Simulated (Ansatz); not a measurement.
# SnH6F2: a barrier at many levels of theory

Aim: the barrier and energy of one elementary step (Sn1–F7 formed, H2–H8 formed, H6–F9 formed, Sn1–H2 broken, H6–F7 broken, H8–F9 broken) from LDA up to coupled cluster, on fixed structures, to see where each rung fails.

Program: Ansatz 0.2.0, Gaussian basis. Level of theory: single points in def2-TZVPP on PBE0-D4/def2-TZVP structures. These are calculated values, not measurements.

Levels: SPW92, PBE-D4, BLYP-D4, r2SCAN-D4, B97M-V, PBE0-D4, B3LYP-D4, r2SCAN0-D4, BHLYP-D4, CAM-B3LYP-D4, wB97X-V, wB97M-V, B2PLYP, PBE-QIDH, RPA on PBE, Hartree-Fock, MP2, CCSD, CCSD(T). The reference is CCSD(T) at the basis limit, from triple and quadruple zeta. Zero-point energies come from PBE0-D4 vibrations.

Correlated methods freeze the cores. Filled d shells of the heavier atoms are correlated. Core potentials replace the inner electrons past krypton, and spin-orbit coupling is left out. B3LYP uses VWN-RPA correlation. B2PLYP carries no dispersion term here.

33 further runs of the same task are left out: 33 set aside as unsound or not needed.

## Step 1: Start, saddle and end, as given

Charge 0, multiplicity 1. The folders r, ts and p hold the start, the saddle and the end; their coordinates stand in the first inputs.

```tsv
pair	r (Å)	ts (Å)	p (Å)
Sn1–F7	3.282	2.225	1.957
H2–H8	1.564	0.894	0.748
H6–F9	1.730	1.114	0.939
Sn1–H2	1.731	1.971	4.575
H6–F7	0.934	1.155	1.623
H8–F9	0.940	1.308	2.486
```

## Step 2: wB97M-V/def2-TZVPP

Contents of r/in.yaml:

```yaml
crystal:
  periodic: [false, false, false]
  atoms:
    - {symbol: Sn, position_ang: [-0.358125, -0.163977, -1.366314]}
    - {symbol: H, position_ang: [0.512207, -1.129101, -0.223083]}
    - {symbol: H, position_ang: [-0.364140, -1.104689, -2.788412]}
    - {symbol: H, position_ang: [-1.934741, 0.058407, -0.788183]}
    - {symbol: H, position_ang: [0.494349, 1.279989, -1.605591]}
    - {symbol: H, position_ang: [0.152906, 0.944076, 1.912410]}
    - {symbol: F, position_ang: [-0.305454, 1.584543, 1.410892]}
    - {symbol: H, position_ang: [0.850206, -0.899786, 1.287086]}
    - {symbol: F, position_ang: [0.952795, -0.569360, 2.161296]}
basis:
  gaussian: {orbitals: def2-TZVPP}
hamiltonian: {xc: {name: wB97M-V}}
```

Contents of ts/in.yaml:

```yaml
crystal:
  periodic: [false, false, false]
  atoms:
    - {symbol: Sn, position_ang: [-0.420543, 0.153280, -1.067745]}
    - {symbol: H, position_ang: [0.576833, -1.127431, 0.049350]}
    - {symbol: H, position_ang: [-0.129122, -1.150641, -2.160509]}
    - {symbol: H, position_ang: [-2.085285, 0.225774, -0.768402]}
    - {symbol: H, position_ang: [0.459853, 1.495125, -1.607072]}
    - {symbol: H, position_ang: [0.293754, 0.493423, 1.657731]}
    - {symbol: F, position_ang: [-0.270234, 1.166861, 0.907645]}
    - {symbol: H, position_ang: [0.725693, -0.887667, 0.897205]}
    - {symbol: F, position_ang: [0.849052, -0.368621, 2.091896]}
basis:
  gaussian: {orbitals: def2-TZVPP}
hamiltonian: {xc: {name: wB97M-V}}
```

Contents of p/in.yaml:

```yaml
crystal:
  periodic: [false, false, false]
  atoms:
    - {symbol: Sn, position_ang: [-0.796502, 0.818930, -1.236379]}
    - {symbol: H, position_ang: [1.516561, -2.712767, 0.526157]}
    - {symbol: H, position_ang: [-0.039646, -0.696010, -1.261963]}
    - {symbol: H, position_ang: [-2.490287, 0.782849, -1.322272]}
    - {symbol: H, position_ang: [-0.064388, 2.009828, -2.197312]}
    - {symbol: H, position_ang: [0.271374, 0.559357, 1.705235]}
    - {symbol: F, position_ang: [-0.466300, 1.466680, 0.580309]}
    - {symbol: H, position_ang: [1.364545, -2.138012, 0.980120]}
    - {symbol: F, position_ang: [0.704644, -0.090754, 2.226203]}
basis:
  gaussian: {orbitals: def2-TZVPP}
hamiltonian: {xc: {name: wB97M-V}}
```

The command line of these runs was not kept.

Further steps of the session: CCSD(T)/def2-TZVPP; MP2/def2-QZVPP; Vibrations of the start structure; Vibrations of the end structure.

What does the calculation give? Wanted: barrier, CCSD(T)/CBS; reverse barrier, CCSD(T)/CBS; step energy, CCSD(T)/CBS; barrier with zero-point energy; step energy with zero-point energy; imaginary mode at the saddle; largest T1 diagnostic.

As calculated:

```
                          quantity           value
              barrier, CCSD(T)/CBS   27.8 kcal/mol
      reverse barrier, CCSD(T)/CBS   37.0 kcal/mol
          step energy, CCSD(T)/CBS   -9.3 kcal/mol
    barrier with zero-point energy   25.9 kcal/mol
step energy with zero-point energy  -11.8 kcal/mol
      imaginary mode at the saddle       916i cm⁻¹
             largest T1 diagnostic           0.014
```

**Reading.** PBE-QIDH is the best functional here (+0.4 kcal/mol from CCSD(T)/CBS); SPW92 is the worst (-16.4 kcal/mol). Mean unsigned error by rung: LDA 16.4, GGA 8.8, meta-GGA 5.5, hybrid 3.1, range-separated hybrid 2.2, double hybrid 0.9 kcal/mol. PBE-D4 gives a barrier 9.4 kcal/mol too low, outside chemical accuracy (1 kcal/mol). Every functional without exact exchange puts the barrier too low, the usual mark of self-interaction error, which favours the spread-out density of a saddle. The barrier rises with the share of exact exchange, from BLYP-D4 through B3LYP-D4 to BHLYP-D4 (-8.2, -3.9, +1.6 kcal/mol). Hartree-Fock, with no correlation, is off by +14.3 kcal/mol. Zero-point motion lowers the barrier by 1.9 kcal/mol. The end structure keeps an imaginary mode: no true minimum.
